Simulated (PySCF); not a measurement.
**Zr(OH)Cl3 (Cl₃HOZr): a look at the electrons**

For Zr(OH)Cl3 (Cl₃HOZr), the scripts below analyse its density (charges, bond critical points, surface potential) and see where an electron leaves and enters.

Program: PySCF 2.14.0. Level of theory: levels as typed in each script, gas phase, geometry from GFN2-xTB. These are calculated values, not measurements.

### Step 1. The system as given

6 atoms, charge 0, spin multiplicity 1.

Bond lengths: Zr1–O2 1.821 Å, Zr1–Cl4 2.263 Å, Zr1–Cl5 2.263 Å, Zr1–Cl6 2.263 Å, O2–H3 0.959 Å. Angles: O2–Zr1–Cl4 116.4°, O2–Zr1–Cl5 116.4°, O2–Zr1–Cl6 116.5°, Cl4–Zr1–Cl5 101.7°, Cl4–Zr1–Cl6 101.7°, Cl5–Zr1–Cl6 101.7°, Zr1–O2–H3 179.9°.

Coordinates:

```xyz
6
charge 0, multiplicity 1
Zr    0.0002   -0.0003   -0.3399
O     0.0035   -0.0002   -2.1609
H     0.0067    0.0004   -3.1198
Cl    0.3031    2.0039    0.6668
Cl    1.5825   -1.2648    0.6686
Cl   -1.8880   -0.7384    0.6648
```

### Step 2. Density, bond paths and surface potential (B3LYP/def2-tzvp)

input.py reads:

```python
import numpy as np
from pyscf import gto, scf, dft
from pyscf.scf import atom_ks, atom_hf
from scipy.linalg import block_diag

def solve(mol, dm0=None, hcore=None):
    mf = (dft.UKS if mol.spin else dft.RKS)(mol, xc='b3lyp')
    mf.grids.level = 3
    mf = mf.density_fit(auxbasis='def2-universal-jkfit')
    mf.conv_tol, mf.max_cycle = 1e-8, 80
    if hcore is not None:
        mf.get_hcore = lambda *args: hcore
    mf.kernel(dm0)
    if not mf.converged:
        mf = mf.newton().run(mf.mo_coeff, mf.mo_occ, max_cycle=30)
    assert mf.converged, 'SCF not converged'
    return mf

mol = gto.M(atom='''
Zr     0.00019    -0.00025    -0.33993
O      0.00347    -0.00021    -2.16091
H      0.00672     0.00045    -3.11977
Cl     0.30307     2.00391     0.66682
Cl     1.58247    -1.26480     0.66860
Cl    -1.88802    -0.73844     0.66483
''', basis='def2-tzvp', ecp={'Zr': 'def2-tzvp'}, charge=0, spin=0, verbose=4)
mf = solve(mol)
mf.analyze()
# spherically averaged free atoms, for the promolecule
atom_ks.AtomSphAverageRKS.init_guess_by_vsap = lambda self, mol=None: self.init_guess_by_minao(mol)  # core potentials
atm = atom_ks.get_atm_nrks(mol, xc='b3lyp')
pro = block_diag(*[(atm[a[0]][2] * atm[a[0]][3]) @ atm[a[0]][2].T for a in mol._atom])
np.savez('result.npz', e=mf.e_tot, c=mf.mo_coeff, occ=mf.mo_occ, eps=mf.mo_energy, pro=pro, dip=mf.dip_moment(verbose=0), s2=mf.spin_square()[0])
```

Launch:

```sh
OMP_NUM_THREADS=1 python input.py
```

### Step 4. Removing and adding an electron (B3LYP/def2-svpd)

Edit input.py of step 2 so:

```diff
@@ -25,5 +25,14 @@
 Cl    -1.88802    -0.73844     0.66483
-''', basis='def2-tzvp', ecp={'Zr': 'def2-tzvp'}, charge=0, spin=0, verbose=4)
+''', basis='def2-svpd', ecp={'Zr': 'def2-svpd'}, charge=0, spin=0, verbose=4)
 mf = solve(mol)
-mf.analyze()
+out = dict(e0=mf.e_tot, dm0=mf.make_rdm1(), c=mf.mo_coeff, occ=mf.mo_occ, eps=mf.mo_energy)
+for name, dq, spin in [('cation', 1, 1), ('anion', -1, 1)]:
+    ion = mol.copy().set(charge=mol.charge + dq, spin=spin).build()
+    mi = solve(ion)
+    if spin and dq > 0 and mol.nao < 130:
+        c, _, stable, _ = mi.stability(return_status=True)
+        if not stable:
+            mi = solve(ion, mi.make_rdm1(c, mi.mo_occ))
+    print(name, 'vertical energy change / eV', (mi.e_tot - mf.e_tot) * 27.211386)
+    out.update({'e_' + name: mi.e_tot, 'dm_' + name: mi.make_rdm1(), 's2_' + name: mi.spin_square()[0], 'eps_' + name: mi.mo_energy, 'occ_' + name: mi.mo_occ})
 # spherically averaged free atoms, for the promolecule
@@ -32,2 +41,2 @@
 pro = block_diag(*[(atm[a[0]][2] * atm[a[0]][3]) @ atm[a[0]][2].T for a in mol._atom])
-np.savez('result.npz', e=mf.e_tot, c=mf.mo_coeff, occ=mf.mo_occ, eps=mf.mo_energy, pro=pro, dip=mf.dip_moment(verbose=0), s2=mf.spin_square()[0])
+np.savez('result.npz', pro=pro, **out)
```

(Steps that only read results are left out.)

Before running it: what results should come out? Wanted: dipole moment; HOMO, LUMO; vertical ionisation energy.

**Answer**, as computed:

```
                                    quantity            value
             dipole moment (B3LYP/def2-tzvp)           3.83 D
                HOMO, LUMO (B3LYP/def2-tzvp)  -8.82, -1.78 eV
vertical ionisation energy (B3LYP/def2-svpd)         11.01 eV
```

In words: At B3LYP/def2-tzvp: The highest Hirshfeld charge is on Zr1 (+0.65 e), the lowest on O2 (−0.34 e). The ionisation energy from two SCF runs, 11.01 eV, lies 2.1 eV above −ε(HOMO) = 8.90 eV of the same level, B3LYP/def2-svpd, since self-interaction lifts this functional's HOMO. All values hold at the given geometry, in the gas phase.
